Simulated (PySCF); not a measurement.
Runs of PySCF 2.14.0 on Cl3SiBr. The cell holds a molecule in a box, 5 atoms: a = 12.000 Å, b = 13.000 Å, c = 13.000 Å, α = 90.00°, β = 90.00°, γ = 90.00°. 

| task | level | frozen core bands | conv_tol | exxdiv | three-body dispersion term | gap on the mesh (eV) |
| --- | --- | --- | --- | --- | --- | --- |
| atomic charges | TASK | - | 1e-07 Ha | - | - | 7.60 |
| atomic charges | SOGGA11 | - | 1e-07 Ha | - | - | (a) |
| atomic charges | r2SCAN50+D4 | - | 1e-07 Ha | ewald | yes | 10.92 |
| atomic charges | PW91+D4 | - | 1e-07 Ha | - | yes | 5.98 |

Alike in all rows: potentials or basis def2-svp (all-electron); no spin polarisation; cell as given; k mesh 1 × 1 × 1; smearing fixed.

Task: Estimate the missing entries.

Result: (a) 6.03.

Caveats: this is a molecule in a periodic box at the Γ point, so its band gap is the HOMO-LUMO gap; relativity is left out, which matters for the heavier elements; the basis of atomic orbitals isn't converged, which shifts pressures, moduli and gaps.

A k mesh can miss the band edges, and the runs leave out spin-orbit coupling on Br.

Runs at the PBE level aren't shown here.
